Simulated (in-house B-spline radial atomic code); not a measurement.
# Cs³⁸⁺: ionisation energy by several methods

Aim: the ionisation energy of Cs³⁸⁺ by several methods, each as the difference of two self-consistent energies (Cs³⁸⁺ and the next ion, [Ne] 3s2 3p4).

The numbers are computed with in-house B-spline radial atomic code version 1 (Dirac-Coulomb, several functionals; spherical all-electron atom at the radial basis limit), except any that are marked as measured or tabulated.

## Step 1: What is computed

```
element       : caesium (Z = 55)
charge        : +38
electrons     : 17
configuration : [Ne] 3s2 3p5
nucleus       : Fermi, rms radius 4.804 fm
```

Outer shells as boxes (Hund's rule):

[Ne] 3s2 3p5
```
[Ne] core
3s [↑↓]
3p [↑↓][↑↓][↑ ]
```

The boxes only draw the filling; these runs are spin-restricted and spherical.

## Step 2: LDA (VWN5)

Settings of the run:

```ini
Z = 55
electrons = 17.0
configuration = [Ne] 3s2 3p5
hamiltonian = dirac
method = lda,vwn
spin_polarised = False
nucleus = fermi
rms_radius = 4.8041
mass_number = 133
atomic_mass = 132.905451958
speed_of_light = 137.035999084
```

## Step 3: OLYP

Settings: those of step 2 with these lines changed.

```diff
@@ -4,3 +4,3 @@
 hamiltonian = dirac
-method = lda,vwn
+method = optx,lyp
 spin_polarised = False
```

## Step 4: exchange-only LDA

Settings: those of step 3 with these lines changed.

```diff
@@ -4,3 +4,3 @@
 hamiltonian = dirac
-method = optx,lyp
+method = lda,
 spin_polarised = False
```

The tabulated ionisation energy is 2767 ± 4 eV (tabulated theoretical; NIST Atomic Spectra Database). What does each method give, and which comes nearest?

**Answer**, as computed:

| method | rung | total energy (hartree) | ΔSCF (eV) | with Breit, QED, recoil (eV) | −ε highest (eV) | corrected ΔSCF less tabulated (eV) |
| --- | --- | --- | --- | --- | --- | --- |
| LDA (VWN5) | LDA | -6586.4907 | 2803.60 | 2801.11 | 2730.85 (3p3/2) | +34.11 |
| exchange-only LDA | LDA | -6584.4017 | 2800.58 | 2798.09 | 2727.83 (3p3/2) | +31.09 |
| OLYP | GGA | -6593.9941 | 2807.56 | 2805.07 | 2735.06 (3p3/2) | +38.07 |

What this shows: The tabulated ionisation energy is 2767 ± 4 eV (tabulated theoretical; NIST Atomic Spectra Database). exchange-only LDA comes nearest (+31.09 eV) and OLYP is farthest (+38.07 eV, 1.4 %). All methods miss on the same side by much the same amount, which points to something that they share. Open shells are averaged (over orientations, and over spins where the run is restricted), while tables refer to the lowest levels.

Members of this set that are not shown: 1 used exact exchange with fractional occupations of an open shell, which is unsound here.
